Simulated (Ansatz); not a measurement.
A nudged elastic band was laid between two geometries of a periodic cell of 17 atoms, Na₁₆Cu (host Na, host structure bcc, interstitial Cu).

All numbers below come from DFT PBE, scalar-relativistic, plane waves, PAW (Ansatz 0.2.0). Settings: cutoff 420 eV, k mesh 2x2x2, gaussian smearing 0.15 eV, no spin polarisation.

- movable images: 3
- climbing image: yes
- spring: 50.0 eV/Å²
- optimiser: fire
- start path: default
- force threshold: 0.05 eV/Å
- iteration limit: 50
- end points: relaxed

Initial state:

```xyz
17
Lattice="8.4600 0.0000 0.0000 0.0000 8.4600 0.0000 0.0000 0.0000 8.4600" Properties=species:S:1:pos:R:3
Na 0.354 -0.001 -0.453
Na 3.872 -0.001 -0.453
Na 0.221 4.228 0.329
Na -0.459 0.000 4.306
Na 2.114 1.760 2.571
Na 4.006 4.228 0.330
Na 4.682 0.000 4.311
Na 6.341 1.893 1.788
Na -0.207 4.230 4.066
Na 2.114 6.698 2.570
Na 2.114 2.567 6.267
Na 4.432 4.230 4.068
Na 6.341 6.565 1.788
Na 6.344 2.319 6.510
Na 2.114 5.889 6.270
Na 6.344 6.138 6.511
Cu 2.111 -0.002 5.287
```

Final state:

```xyz
17
Lattice="8.4600 0.0000 0.0000 0.0000 8.4600 0.0000 0.0000 0.0000 8.4600" Properties=species:S:1:pos:R:3
Na 0.074 0.001 0.440
Na 3.786 0.003 -0.340
Na -0.159 4.232 0.192
Na 0.069 0.000 3.781
Na 2.281 2.308 2.114
Na 4.547 4.234 -0.206
Na 3.786 0.003 4.565
Na 6.039 1.912 2.111
Na -0.158 4.231 4.036
Na 2.282 6.154 2.114
Na 2.055 2.565 6.344
Na 4.546 4.234 4.433
Na 6.038 6.552 2.110
Na 6.799 1.780 6.342
Na 2.051 5.904 6.344
Na 6.798 6.685 6.342
Cu 1.064 0.005 6.339
```

**Question.** What changes between the two ends?

**Answer.** Contacts lost: Na5–Cu17, Na10–Cu17. Contacts made: Na14–Cu17, Na16–Cu17. The atom that moves furthest is Cu17, by 1.48 Å.

**Question.** What energy profile does the band end with?

**Answer.** It converged. The highest image is number 2 of 0 to 4, 0.051 eV above the ends, which have the same energy within 2 meV. The order of the stationary point at the top wasn't checked. Limits of this set-up: coarse k mesh.

| image | path coordinate (Å) | energy (eV) | Na5–Cu17 (Å) | Na10–Cu17 (Å) | Na14–Cu17 (Å) |
| --- | --- | --- | --- | --- | --- |
| 0 | 0.00 | 0.000 | 3.24 | 3.24 | 4.97 |
| 1 | 0.82 | 0.026 | 3.39 | 3.39 | 4.39 |
| 2 | 1.64 | 0.051 | 3.75 | 3.75 | 3.75 |
| 3 | 2.44 | 0.027 | 4.38 | 4.38 | 3.39 |
| 4 | 3.25 | -0.001 | 4.96 | 4.97 | 3.25 |

**Question.** What is the geometry of the highest image?

**Answer.** 
```xyz
17
Lattice="8.4600 0.0000 0.0000 0.0000 8.4600 0.0000 0.0000 0.0000 8.4600" Properties=species:S:1:pos:R:3
Na 0.355 0.001 0.033
Na 3.821 0.001 -0.410
Na 0.105 4.230 0.348
Na -0.485 0.000 3.744
Na 2.186 1.946 2.563
Na 4.233 4.230 -0.004
Na 4.265 0.000 4.581
Na 6.062 1.924 1.832
Na -0.206 4.231 4.022
Na 2.186 6.515 2.563
Na 2.079 2.570 6.309
Na 4.580 4.231 4.336
Na 6.062 6.537 1.831
Na 6.796 1.945 6.412
Na 2.079 5.892 6.309
Na 6.796 6.517 6.412
Cu 1.455 0.001 5.682
```

The run took 2.9 min on 4 threads of Intel(R) Xeon(R) Platinum 8488C (Sapphire Rapids), on a shared host, peak memory 2.3 GiB.
